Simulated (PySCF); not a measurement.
# C₂H₇NSi: electronic excitations at several levels of theory

Aim: compute the electronic excitations of C₂H₇NSi (`C=C[SiH2]N`) at several levels, and see how far they spread and what each costs.

Computed with PySCF 2.14.0, with density-fitted response routines of our own, on a single molecule in the gas phase. Atoms are numbered from 0 throughout.

## (1) Starting geometry

11 atoms, charge 0, multiplicity 1; geometry from: GFN2-xTB. The atoms were then displaced at random by about 0.01 Å, so the start is not that level's minimum.

Bonds of the start (Å): C0–C1 1.30, C1–Si2 1.87, Si2–N3 1.77, C0–H4 1.11, C0–H5 1.07, C1–H6 1.09, Si2–H7 1.47, Si2–H8 1.44, N3–H9 0.97, N3–H10 1.00.

## (2) Optimising the geometry at PBE0-D3(BJ)/def2-SVP

The job: settings as JSON, then the geometry in Å.

```
{"job": {"xc": "PBE0", "basis": "def2-SVP", "d3": "d3bj", "grid": 1, "shake": 0.01, "kind": "geom"}, "charge": 0, "multiplicity": 1}
C     -2.026440     0.158200    -0.354360
C     -0.899930     0.325950     0.270950
Si     0.638820    -0.676700    -0.078340
N      1.995210     0.444860     0.107660
H     -2.925950     0.764280    -0.134850
H     -2.174610    -0.535230    -1.151010
H     -0.823190     1.071260     1.060220
H      0.912470    -1.690400     0.949120
H      0.538970    -1.308580    -1.372130
H      2.902500     0.090310     0.075610
H      1.900260     1.330230    -0.348610
```

Run with:

```bash
> OMP_NUM_THREADS=1 python probes_run.py task.json out
```

One launch serves the whole session: the jobs run in the order shown.

Standard output:

```text
step   0  E = -424.18529062  max force = 0.051573
step   1  E = -424.19259321  max force = 0.008353
step   2  E = -424.19315969  max force = 0.002206
step   3  E = -424.19328184  max force = 0.001524
step   4  E = -424.19333512  max force = 0.000874
step   5  E = -424.19338251  max force = 0.000753
step   6  E = -424.19343730  max force = 0.001075
step   7  E = -424.19347500  max force = 0.000642
step   8  E = -424.19348595  max force = 0.000281
optimisation converged
```

It took 24 s on 1 thread of Intel Xeon Platinum 8488C, shared host; peak memory 0.4 GiB.

Relaxation path:

```tsv
step	energy from step 0 (eV)	largest force component (eV/Å)
0	0.0000	2.6520
1	-0.1987	0.4295
2	-0.2141	0.1134
3	-0.2175	0.0784
4	-0.2189	0.0449
5	-0.2202	0.0387
6	-0.2217	0.0553
7	-0.2227	0.0330
8	-0.2230	0.0144
```

Close pairs (by a distance rule), those that changed most:

```tsv
bond	before (Å)	after (Å)	change (Å)
Si2–H8	1.443	1.505	+0.061
N3–H9	0.975	1.014	+0.039
C0–C1	1.299	1.338	+0.039
Si2–N3	1.770	1.733	-0.037
C0–H5	1.067	1.097	+0.030
Si2–H7	1.469	1.496	+0.027
N3–H10	1.001	1.014	+0.014
C0–H4	1.107	1.096	-0.010
```

The end geometry stands in the next job.

```tsv
at the end point	value
point group (found at 0.08 Å tolerance)	C1
rotational constants (GHz, main isotopes)	15.216, 3.122, 2.886
dipole moment (D)	1.15
```

## (3) Excited states and response: PBE0/def2-TZVP

The job: settings as JSON, then the geometry in Å.

```
{"job": {"kind": "uv", "xc": "PBE0", "basis": "def2-TZVP"}, "charge": 0, "multiplicity": 1}
C     -2.035593     0.086315    -0.289767
C     -0.917663     0.213161     0.434816
Si     0.696066    -0.603051    -0.032355
N      1.941159     0.599322    -0.122895
H     -2.978743     0.565609    -0.002618
H     -2.058273    -0.508810    -1.210560
H     -0.953903     0.827169     1.344859
H      1.151144    -1.578932     1.006246
H      0.417580    -1.374488    -1.293917
H      2.912011     0.309713    -0.080845
H      1.830863     1.375421    -0.766829
```

Level: TDDFT PBE0/def2-TZVP, vertical, gas phase, core orbitals frozen in the response.

Standard output:

```text
coarse grid: 9200 points
cycle   1  E = -424.3998915253  dE =  1.273e-01  |g| = 4.827e-01  |ddm| = 2.316e+00
cycle   2  E = -424.3634063211  dE =  3.649e-02  |g| = 6.282e-01  |ddm| = 7.762e-01
cycle   3  E = -424.4517089062  dE = -8.830e-02  |g| = 6.519e-02  |ddm| = 4.918e-01
cycle   4  E = -424.4524890460  dE = -7.801e-04  |g| = 3.262e-02  |ddm| = 5.970e-02
cycle   5  E = -424.4527474720  dE = -2.584e-04  |g| = 8.638e-03  |ddm| = 2.233e-02
cycle   6  E = -424.4527641143  dE = -1.664e-05  |g| = 3.163e-03  |ddm| = 6.680e-03
cycle   7  E = -424.4527666038  dE = -2.490e-06  |g| = 3.112e-04  |ddm| = 2.293e-03
final grid: 82944 points
cycle   8  E = -424.4436079284  dE = -2.729e-05  |g| = 7.193e-03  |ddm| = 2.999e-02
cycle   9  E = -424.4436010653  dE =  6.863e-06  |g| = 9.122e-03  |ddm| = 1.054e-02
cycle  10  E = -424.4436193241  dE = -1.826e-05  |g| = 7.234e-04  |ddm| = 5.877e-03
cycle  11  E = -424.4436194342  dE = -1.101e-07  |g| = 2.221e-04  |ddm| = 6.284e-04
cycle  12  E = -424.4436194462  dE = -1.196e-08  |g| = 4.100e-05  |ddm| = 1.595e-04
cycle  13  E = -424.4436194464  dE = -2.448e-10  |g| = 2.923e-05  |ddm| = 4.304e-05
converged SCF energy = -424.4436194464

Static polarisability (au): isotropic 58.181, principal 47.039 53.130 74.375

Singlet excitations
state   eV       nm        f      main configurations
  1   5.5976    221.5   0.00740   H->L 0.97
  2   6.6285    187.0   0.02788   H-2->L 0.82
  3   6.9126    179.4   0.01512   H->L+1 0.90
  4   7.0221    176.6   0.30983   H-1->L 0.81
  5   7.5079    165.1   0.04424   H->L+2 0.93
  6   7.7428    160.1   0.00796   H-3->L 0.87
  7   7.9942    155.1   0.03769   H-1->L+1 0.72, H-1->L+2 0.09
  8   8.1047    153.0   0.01065   H-1->L+2 0.86, H-1->L+1 0.09
  9   8.2122    151.0   0.00586   H->L+3 0.47, H->L+4 0.25, H->L+5 0.10
 10   8.4067    147.5   0.01933   H->L+5 0.37, H->L+7 0.22, H->L+6 0.22

Triplet excitations (Tamm-Dancoff, eV): 4.1673 5.3467 6.0294 6.6360
```

It took 12 s on 1 thread of Intel Xeon Platinum 8488C, shared host; peak memory 0.72 GiB.

The orbitals next to the gap, with their largest atomic shares:

```tsv
orbital	eV	atoms
HOMO−3	-9.47	Si2 39 %, H7 21 %, H8 17 %
HOMO−2	-8.84	C1 32 %, Si2 22 %, C0 14 %
HOMO−1	-7.95	C0 43 %, C1 41 %, Si2 8 %
HOMO	-7.34	N3 64 %, Si2 17 %, H8 10 %
LUMO	-0.51	C0 41 %, C1 29 %, Si2 19 %
LUMO+1	1.00	Si2 38 %, H9 17 %, H10 17 %
LUMO+2	1.50	Si2 60 %, H6 8 %, C1 7 %
```

With each of the 10 states as a Gaussian band of 0.4 eV half-width at 1/e, the curve within the window shown has maxima at 221 nm (ε 300), 176 nm (ε 14,000) L/(mol cm). Beyond the last state computed it falls off for lack of states. The curve at chosen wavelengths:

| nm | ε (L/mol/cm) |
| --- | --- |
| 142 | 607 |
| 146 | 1500 |
| 150 | 2445 |
| 155 | 3050 |
| 159 | 3314 |
| 163 | 4393 |
| 167 | 7183 |
| 171 | 11150 |
| 176 | 13964 |
| 180 | 12443 |
| 184 | 8784 |
| 188 | 5145 |
| 192 | 2627 |
| 197 | 1002 |
| 201 | 455 |
| 205 | 250 |
| 209 | 213 |
| 213 | 245 |
| 218 | 292 |
| 222 | 300 |
| 226 | 274 |
| 230 | 224 |
| 234 | 166 |
| 239 | 100 |
| 243 | 61 |
| 247 | 35 |

Further results of this job:

```tsv
property	computed
dipole moment (D)	1.06
polarisability (Å³)	8.62
HOMO–LUMO gap (eV)	6.83
−ε(HOMO) (eV)	7.34
```

## (4) TDDFT and polarisability: PBE0/aug-cc-pVDZ

Same as in step 3 but for these lines:

```diff
@@ -1,2 +1,2 @@
-{"job": {"kind": "uv", "xc": "PBE0", "basis": "def2-TZVP"}, "charge": 0, "multiplicity": 1}
+{"job": {"kind": "uv", "xc": "PBE0", "basis": "aug-cc-pVDZ"}, "charge": 0, "multiplicity": 1}
 C     -2.035593     0.086315    -0.289767
```

Method: TDDFT PBE0/aug-cc-pVDZ, vertical, gas phase, core orbitals frozen in the response.

Standard output:

```text
coarse grid: 9200 points
cycle   1  E = -424.3328470445  dE =  1.657e-01  |g| = 4.512e-01  |ddm| = 7.599e+00
cycle   2  E = -424.2958664334  dE =  3.698e-02  |g| = 5.989e-01  |ddm| = 1.924e+00
cycle   3  E = -424.3809399297  dE = -8.507e-02  |g| = 6.169e-02  |ddm| = 9.913e-01
cycle   4  E = -424.3817966934  dE = -8.568e-04  |g| = 2.599e-02  |ddm| = 1.545e-01
cycle   5  E = -424.3819701767  dE = -1.735e-04  |g| = 7.490e-03  |ddm| = 6.413e-02
cycle   6  E = -424.3819835083  dE = -1.333e-05  |g| = 2.588e-03  |ddm| = 1.599e-02
cycle   7  E = -424.3819853572  dE = -1.849e-06  |g| = 2.621e-04  |ddm| = 5.376e-03
final grid: 82944 points
cycle   8  E = -424.3918156764  dE = -1.297e-05  |g| = 7.066e-03  |ddm| = 1.092e-01
cycle   9  E = -424.3918081211  dE =  7.555e-06  |g| = 9.162e-03  |ddm| = 3.309e-02
cycle  10  E = -424.3918282192  dE = -2.010e-05  |g| = 7.583e-04  |ddm| = 1.639e-02
cycle  11  E = -424.3918283640  dE = -1.449e-07  |g| = 1.389e-04  |ddm| = 1.751e-03
cycle  12  E = -424.3918283683  dE = -4.291e-09  |g| = 5.886e-05  |ddm| = 3.275e-04
cycle  13  E = -424.3918283692  dE = -8.245e-10  |g| = 2.341e-05  |ddm| = 1.354e-04
converged SCF energy = -424.3918283692

Static polarisability (au): isotropic 63.414, principal 53.202 58.449 78.593

Singlet excitations
state   eV       nm        f      main configurations
  1   5.4979    225.5   0.01336   H->L 0.97
  2   6.1735    200.8   0.01117   H->L+1 0.86, H->L+2 0.08
  3   6.6383    186.8   0.05668   H-2->L 0.56, H-1->L 0.20, H->L+2 0.09
  4   6.7219    184.4   0.00850   H->L+2 0.71, H-2->L 0.15
  5   6.8407    181.2   0.18204   H-1->L 0.61, H-2->L 0.15, H-1->L+1 0.14
  6   6.9203    179.2   0.03727   H->L+3 0.66, H->L+4 0.24
  7   7.0288    176.4   0.06152   H-1->L+2 0.52, H-1->L+1 0.35
  8   7.0536    175.8   0.02421   H->L+4 0.65, H->L+3 0.26
  9   7.3047    169.7   0.04570   H-1->L+1 0.27, H-1->L+2 0.27, H->L+5 0.15
 10   7.3741    168.1   0.07499   H->L+5 0.29, H->L+6 0.25, H-1->L+2 0.15

Triplet excitations (Tamm-Dancoff, eV): 4.1814 5.2470 5.8801 6.2587
```

It took 12 s on 1 thread of Intel Xeon Platinum 8488C, shared host; peak memory 0.74 GiB.

In short: HOMO -7.33 eV, LUMO -0.61 eV; lowest singlet 5.50 eV.

## (5) Ultraviolet spectrum: PBE0/def2-TZVPD

Same as in step 4 but for these lines:

```diff
@@ -1,2 +1,2 @@
-{"job": {"kind": "uv", "xc": "PBE0", "basis": "aug-cc-pVDZ"}, "charge": 0, "multiplicity": 1}
+{"job": {"kind": "uv", "xc": "PBE0", "basis": "def2-TZVPD"}, "charge": 0, "multiplicity": 1}
 C     -2.035593     0.086315    -0.289767
```

Method: TDDFT PBE0/def2-TZVPD, vertical, gas phase, core orbitals frozen in the response.

Standard output:

```text
coarse grid: 9200 points
cycle   1  E = -424.4016315237  dE =  1.265e-01  |g| = 4.808e-01  |ddm| = 2.652e+00
cycle   2  E = -424.3623292433  dE =  3.930e-02  |g| = 6.354e-01  |ddm| = 8.734e-01
cycle   3  E = -424.4531290308  dE = -9.080e-02  |g| = 6.703e-02  |ddm| = 5.015e-01
cycle   4  E = -424.4539636772  dE = -8.346e-04  |g| = 3.285e-02  |ddm| = 7.808e-02
cycle   5  E = -424.4542267959  dE = -2.631e-04  |g| = 8.588e-03  |ddm| = 2.876e-02
cycle   6  E = -424.4542430111  dE = -1.622e-05  |g| = 3.210e-03  |ddm| = 8.201e-03
cycle   7  E = -424.4542455855  dE = -2.574e-06  |g| = 3.116e-04  |ddm| = 2.681e-03
final grid: 82944 points
cycle   8  E = -424.4450795183  dE = -2.977e-05  |g| = 7.158e-03  |ddm| = 1.184e-01
cycle   9  E = -424.4450724016  dE =  7.117e-06  |g| = 9.156e-03  |ddm| = 1.233e-02
cycle  10  E = -424.4450908410  dE = -1.844e-05  |g| = 7.516e-04  |ddm| = 6.344e-03
cycle  11  E = -424.4450909603  dE = -1.192e-07  |g| = 2.332e-04  |ddm| = 7.885e-04
cycle  12  E = -424.4450909734  dE = -1.315e-08  |g| = 4.727e-05  |ddm| = 2.664e-04
cycle  13  E = -424.4450909738  dE = -3.491e-10  |g| = 3.169e-05  |ddm| = 6.759e-05
cycle  14  E = -424.4450909740  dE = -2.613e-10  |g| = 3.293e-06  |ddm| = 2.521e-05
converged SCF energy = -424.4450909740

Static polarisability (au): isotropic 62.859, principal 52.706 57.960 77.911

Singlet excitations
state   eV       nm        f      main configurations
  1   5.5596    223.0   0.01029   H->L 0.96
  2   6.4581    192.0   0.01599   H->L+1 0.75, H-2->L 0.18
  3   6.6442    186.6   0.04086   H-2->L 0.65, H->L+1 0.19, H-1->L 0.09
  4   6.9018    179.6   0.20480   H-1->L 0.66, H->L+2 0.12, H-2->L 0.10
  5   7.0403    176.1   0.09536   H->L+2 0.74, H-1->L 0.11
  6   7.3235    169.3   0.03473   H->L+3 0.80
  7   7.3467    168.8   0.03480   H-1->L+2 0.70, H-1->L+1 0.17
  8   7.5692    163.8   0.02317   H-1->L+1 0.55, H-1->L+2 0.16, H-3->L 0.14
  9   7.6580    161.9   0.01375   H->L+5 0.38, H-3->L 0.33, H->L+6 0.12
 10   7.7402    160.2   0.03854   H-3->L 0.34, H->L+4 0.30, H-1->L+1 0.08

Triplet excitations (Tamm-Dancoff, eV): 4.1620 5.3065 5.9486 6.3818
```

It took 19 s on 1 thread of Intel Xeon Platinum 8488C, shared host; peak memory 0.8 GiB.

This run: HOMO -7.39 eV, LUMO -0.60 eV; lowest singlet 5.56 eV.

## (6) TDDFT and polarisability: PBE0/6-31+G*

Same as in step 5 but for these lines:

```diff
@@ -1,2 +1,2 @@
-{"job": {"kind": "uv", "xc": "PBE0", "basis": "def2-TZVPD"}, "charge": 0, "multiplicity": 1}
+{"job": {"kind": "uv", "xc": "PBE0", "basis": "6-31+G*"}, "charge": 0, "multiplicity": 1}
 C     -2.035593     0.086315    -0.289767
```

With the program's defaults for keys left out, this is: TDDFT PBE0/6-31+G*, vertical, gas phase, core orbitals frozen in the response.

Standard output:

```text
coarse grid: 9200 points
cycle   1  E = -424.3524633343  dE =  1.506e-01  |g| = 4.509e-01  |ddm| = 3.050e+00
cycle   2  E = -424.3185276035  dE =  3.394e-02  |g| = 5.866e-01  |ddm| = 1.122e+00
cycle   3  E = -424.4010557932  dE = -8.253e-02  |g| = 6.212e-02  |ddm| = 5.910e-01
cycle   4  E = -424.4019100097  dE = -8.542e-04  |g| = 2.541e-02  |ddm| = 1.033e-01
cycle   5  E = -424.4020764754  dE = -1.665e-04  |g| = 7.268e-03  |ddm| = 3.346e-02
cycle   6  E = -424.4020889145  dE = -1.244e-05  |g| = 2.508e-03  |ddm| = 1.053e-02
cycle   7  E = -424.4020906359  dE = -1.721e-06  |g| = 1.986e-04  |ddm| = 3.334e-03
final grid: 82944 points
cycle   8  E = -424.3588188294  dE = -1.006e-05  |g| = 7.230e-03  |ddm| = 2.998e-02
cycle   9  E = -424.3588109057  dE =  7.924e-06  |g| = 9.414e-03  |ddm| = 1.527e-02
cycle  10  E = -424.3588320499  dE = -2.114e-05  |g| = 7.443e-04  |ddm| = 8.144e-03
cycle  11  E = -424.3588321937  dE = -1.438e-07  |g| = 1.169e-04  |ddm| = 9.638e-04
cycle  12  E = -424.3588321967  dE = -2.993e-09  |g| = 4.036e-05  |ddm| = 2.241e-04
cycle  13  E = -424.3588321970  dE = -2.922e-10  |g| = 2.407e-05  |ddm| = 7.099e-05
converged SCF energy = -424.3588321970

Static polarisability (au): isotropic 56.925, principal 46.108 52.363 72.303

Singlet excitations
state   eV       nm        f      main configurations
  1   5.5483    223.5   0.01355   H->L 0.96
  2   6.3174    196.3   0.01255   H->L+1 0.92
  3   6.7348    184.1   0.07820   H-2->L 0.60, H-1->L 0.24
  4   6.8501    181.0   0.00620   H->L+2 0.66, H-2->L 0.19
  5   6.9328    178.8   0.21938   H-1->L 0.52, H->L+2 0.19, H-2->L 0.10
  6   7.1710    172.9   0.04407   H->L+3 0.61, H-1->L+2 0.17, H-1->L+1 0.17
  7   7.2019    172.2   0.04762   H-1->L+2 0.45, H->L+3 0.30, H-1->L+1 0.17
  8   7.3997    167.6   0.01851   H->L+4 0.78
  9   7.4654    166.1   0.11010   H-1->L+1 0.43, H-1->L+2 0.28, H->L+4 0.09
 10   7.8087    158.8   0.00249   H-1->L+3 0.67, H-1->L+4 0.17

Triplet excitations (Tamm-Dancoff, eV): 4.1742 5.2994 5.9998 6.3721
```

Run time: 5.8 s. Hardware: 1 thread of Intel Xeon Platinum 8488C, shared host; peak memory 0.48 GiB.

This run: HOMO -7.31 eV, LUMO -0.54 eV; lowest singlet 5.55 eV.

## (7) Run by run: electronic excitations

Excitations and ground-state properties, with basis size and wall time:

```tsv
run	lowest singlet (eV)	brightest (eV)	f	gap (eV)	α (Å³)	μ (D)	functions	time
PBE0/def2-TZVP	5.60	7.02	0.310	6.83	8.62	1.06	172	12 s
PBE0/aug-cc-pVDZ	5.50	6.84	0.182	6.72	9.40	0.94	159	12 s
PBE0/def2-TZVPD	5.56	6.90	0.205	6.79	9.31	0.98	217	19 s
PBE0/6-31+G*	5.55	6.93	0.219	6.77	8.44	1.01	90	5.8 s
```

## (8) Results

| quantity | value |
| --- | --- |
| point group | C1 |
| rotational constants (main isotopes) | 15.22, 3.12, 2.89 GHz |
| lowest singlet (PBE0/def2-TZVP) | 5.60 eV (221 nm), f = 0.007 |
| brightest single state of those computed | state 4, 7.02 eV, f = 0.310 |
| lowest triplet | 4.17 eV |
| range of the lowest singlet | 5.50 to 5.60 eV |

What this shows: Single values in the summary come from the first sound run of each kind (PBE0/def2-TZVP), which need not be the best level. The start of the PBE0/def2-SVP relaxation was shaken at random by about 0.01 Å, so part of the energy gained, and of the first lengths quoted, undoes that. The optimisation took 8 steps and gained 0.223 eV; among the close pairs (by a distance rule), Si2–H8 changed most, from 1.443 to 1.505 Å. The first singlet state (HOMO→LUMO 0.97) lies at 5.60 eV and is weak; of the 10 states computed, the strongest absorption comes from state 4 at 7.02 eV. The lowest triplet lies 1.43 eV below the lowest singlet (triplets in Tamm-Dancoff, singlets in full TDDFT). The basis of PBE0/def2-TZVP has no diffuse functions, so Rydberg states are missing and the high states are unreliable. The lowest singlet runs from 5.50 eV (PBE0/aug-cc-pVDZ) to 5.60 eV (PBE0/def2-TZVP), while the orbital gap spans 6.72 to 6.83 eV. The lowest state need not be the same one in every run.
